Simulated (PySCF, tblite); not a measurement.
# C6H14BNSi: geometry, infrared bands and NMR shifts

Wanted: the infrared bands and NMR shifts of C6H14BNSi (`C=CCBN1CCC[SiH2]1`), by calculation.

The runs use tblite 0.8.0 and PySCF 2.14.0, with density-fitted response routines of our own; the level of theory stands in each step. All values are computed, except where a source is named. Atoms are numbered from 0 throughout.

## 1. The molecule as given

23 atoms, charge 0, multiplicity 1; geometry from: force field or distance geometry start.

Bonds of the start (Å): C0–C1 1.34, C1–C2 1.46, C2–B3 1.58, B3–N4 1.52, N4–C5 1.42, C5–C6 1.47, C6–C7 1.51, C7–Si8 1.90, Si8–N4 1.79, C0–H9 1.07, C0–H10 1.07, C1–H11 1.09, C2–H12 1.08, C2–H13 1.12, B3–H14 1.21, C5–H15 1.10, C5–H16 1.13, C6–H17 1.11, C6–H18 1.10, C7–H19 1.09, C7–H20 1.10, Si8–H21 1.44, Si8–H22 1.46.

## 2. Optimising the geometry with GFN2-xTB

Job settings and geometry (Å):

```
{"job": {"kind": "relax", "xc": "GFN2-xTB", "basis": "xTB"}, "charge": 0, "multiplicity": 1}
C      4.118000     0.042300    -0.013400
C      3.019100     0.137000     0.740600
C      1.805100     0.806700     0.273900
B      0.583300    -0.189400     0.249300
N     -0.421100    -0.273200    -0.889300
C     -1.230200     0.893300    -0.780900
C     -2.585400     0.586300    -0.292700
C     -2.594800    -0.648100     0.577400
Si    -1.442400    -1.695700    -0.510300
H      4.983300    -0.458600     0.376900
H      4.109400     0.465000    -0.995000
H      3.001500    -0.292600     1.747500
H      1.909600     1.278500    -0.695800
H      1.586800     1.607100     1.025500
H      0.192500    -0.608100     1.309900
H     -1.331100     1.338500    -1.785400
H     -0.722800     1.700400    -0.172300
H     -3.048700     1.431800     0.264500
H     -3.231300     0.407800    -1.169500
H     -3.571100    -1.136600     0.586700
H     -2.175000    -0.465000     1.575800
H     -0.771800    -2.719400     0.250600
H     -2.187700    -2.181300    -1.663700
```

Command:

```sh
OMP_NUM_THREADS=1 python probes_run.py task.json out
```

The driver reads the jobs from task.json and runs them one after another.

**Question.** This job is followed by: GFN2-xTB harmonic vibrations, gas phase; GIAO PBE0/pcSseg-1 NMR shielding, non-relativistic, gas phase. What will the session give for the following? strongest single infrared mode (GFN2-xTB); zero-point energy (GFN2-xTB); ¹³C shifts against TMS (PBE0/pcSseg-1); ¹H shifts against TMS (PBE0/pcSseg-1, means over atoms taken as alike); ¹¹B shifts against BF3·OEt2 (PBE0/pcSseg-1); ¹⁵N shifts against NH3 (PBE0/pcSseg-1); ²⁹Si shifts against TMS (PBE0/pcSseg-1); surface potential, 1st and 99th percentile.

**Answer**, as computed:

| quantity | value |
| --- | --- |
| strongest single infrared mode (GFN2-xTB) | 1380 cm⁻¹, 551 km/mol |
| zero-point energy (GFN2-xTB) | 117.8 kcal/mol |
| ¹³C shifts against TMS (PBE0/pcSseg-1) | 149.6, 117.3, 53.3, 32.8, 30.3, 11.9 ppm |
| ¹H shifts against TMS (PBE0/pcSseg-1, means over atoms taken as alike) | 6.44, 5.30, 5.16, 5.13, 5.02, 3.30, 1.90, 1.85, 1.10 ppm |
| ¹¹B shifts against BF3·OEt2 (PBE0/pcSseg-1) | 46.3 ppm |
| ¹⁵N shifts against NH3 (PBE0/pcSseg-1) | 134.1 ppm |
| ²⁹Si shifts against TMS (PBE0/pcSseg-1) | -15.4 ppm |
| surface potential, 1st and 99th percentile | -0.99 V and 1.01 V |

What this shows: The optimisation took 189 steps and gained 2.007 eV; among the close pairs (by a distance rule), B3–N4 changed most, from 1.521 to 1.396 Å. All 63 modes are real, so the xTB geometry is a minimum. The strongest single mode, at 1380 cm⁻¹, moves mainly B3 and N4. GFN2-xTB is a fitted tight-binding method: band positions and strengths are rough. Its intensities can rank the bands wrongly. C1 (alkene CH) lies farthest downfield among carbon, at 149.6 ppm; as expected for a trigonal carbon in a double bond. The most deshielded hydrogen is H11 (hydrogen on an alkene CH), at 6.44 ppm: attached to an sp2 carbon and in the plane of the double bond. At PBE0/pcSseg-1: The widest tensor belongs to C1: span 250 ppm, with a paramagnetic part of -217 ppm.
